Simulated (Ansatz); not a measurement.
# HOSTe− (SMILES O[Te][S-]): functionals against CCSD(T) at one geometry

One table from this session's results is given with a row withheld; the runs are named, their logs left out.

Method: single points in def2-TZVPPD; program: Ansatz 0.2.0, Gaussian basis.

Correlated methods freeze the cores. Filled d shells of the heavier atoms are correlated. Core potentials replace the inner electrons past krypton, and spin-orbit coupling is left out.

2 further runs of the same task are left out: 2 that didn't finish.

### Where the work starts

4 atoms, charge -1, spin multiplicity 1.

Atoms are counted from 1 here; the program's logs count them from 0.

Bond lengths: O1–Te2 2.090 Å, O1–H4 1.002 Å, Te2–S3 2.378 Å. Angles: Te2–O1–H4 101.2°, O1–Te2–S3 102.7°.

As a file:

```xyz
4
HOSTe
O    -0.9115    0.8732   -0.5938
Te    0.4211    0.6680    1.0032
S     1.2257   -1.5523    0.7288
H    -0.2998    0.7431   -1.3763
```

Set-up of the first run:

The input, run/in.yaml:

```yaml
crystal:
  periodic: [false, false, false]
  atoms:
    - {symbol: O, position_ang: [-0.911475, 0.873160, -0.593768]}
    - {symbol: Te, position_ang: [0.421062, 0.667975, 1.003202]}
    - {symbol: S, position_ang: [1.225718, -1.552338, 0.728841]}
    - {symbol: H, position_ang: [-0.299775, 0.743064, -1.376265]}
basis:
  gaussian: {orbitals: "def2-TZVPPD.json"}
total_charge: -1
hamiltonian: {xc: pbe, dispersion: d4}
output: {forces: true}
```

The basis file named in the input lies beside it (Basis Set Exchange, JSON).

On the command line:

```
$ ansatz run in.yaml --threads 2 --pin off --events-out ev --progress --plain --max-ram 3481MiB
```

Steps of the session up to this table: PBE-D4/def2-TZVPPD; r2SCAN-D4/def2-TZVPPD; PBE0-D4/def2-TZVPPD; wB97M-V/def2-TZVPPD; CCSD(T)/def2-TZVPPD.

One of the session's tables, all rows but one given; the rest of the session is left out.

```
   method  RMS force component (eV/Å)  angle to CCSD(T) forces (°)
   PBE-D4                       0.563                         16.5
r2SCAN-D4                       0.767                          7.3
  PBE0-D4                       0.890                          4.6
  wB97M-V                           ?                            ?
  CCSD(T)                       0.767                    reference
```

Estimate the missing values for wB97M-V.

**Answer.** RMS force component (eV/Å): 0.898; angle to CCSD(T) forces (°): 5.9. In the column «RMS force component (eV/Å)» it is the highest.
